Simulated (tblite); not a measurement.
# C5H14B2N2Si: the cost of one run

The runs use tblite 0.8.0 and PySCF 2.14.0, with density-fitted response routines of our own; the level of theory stands in each step. All values are computed, except where a source is named. Atoms are numbered from 0 throughout.

## 1. The molecule as given

24 atoms, charge 0, multiplicity 1; geometry from: force field or distance geometry start.

Bonds of the start (Å): B0–N1 1.50, N1–Si2 1.80, Si2–C3 1.89, C3–N4 1.41, N4–B5 1.48, B5–C6 1.60, C6–C7 1.49, C7–C8 1.52, C8–C9 1.51, B5–N1 1.53, C9–C6 1.50, B0–H10 1.18, B0–H11 1.20, Si2–H12 1.44, Si2–H13 1.44, C3–H14 1.09, C3–H15 1.11, N4–H16 1.05, C6–H17 1.12, C7–H18 1.10, C7–H19 1.12, C8–H20 1.10, C8–H21 1.11, C9–H22 1.12, C9–H23 1.10.

## 2. Optimising the geometry with GFN2-xTB

What the job is given:

```
{"job": {"kind": "relax", "xc": "GFN2-xTB", "basis": "xTB"}, "charge": 0, "multiplicity": 1}
B     -1.743700     1.894900     0.798500
N     -1.057800     0.582200     1.032000
Si    -2.202600    -0.810900     1.044200
C     -2.488000    -0.707500    -0.822900
N     -1.201800    -0.370400    -1.282700
B     -0.302700     0.131000    -0.220100
C      1.161500    -0.483600    -0.000400
C      2.112700    -0.335900    -1.139000
C      3.085100     0.313700    -0.170700
C      1.981100     0.436400     0.854200
H     -1.126900     2.903100     0.858300
H     -2.842100     1.869000     0.321600
H     -1.545100    -2.067300     1.306300
H     -3.398200    -0.559900     1.815000
H     -2.944700    -1.611900    -1.225100
H     -3.216000     0.128400    -0.932900
H     -0.789100    -1.208300    -1.767200
H      1.078500    -1.490200     0.472400
H      1.796900     0.285100    -1.985100
H      2.529100    -1.332400    -1.423500
H      3.891700    -0.335700     0.188500
H      3.446400     1.302400    -0.534000
H      1.571400     1.471800     0.976900
H      2.192700     0.015700     1.843100
```

The run is started by

```console
> OMP_NUM_THREADS=1 python probes_run.py task.json out
```

This one command runs all jobs of the session in turn.

Q: Estimate the wall time and peak memory of this first job on 1 thread of Arm Neoverse N1, shared host.

About 3.9 s, with a peak of 0.18 GiB.
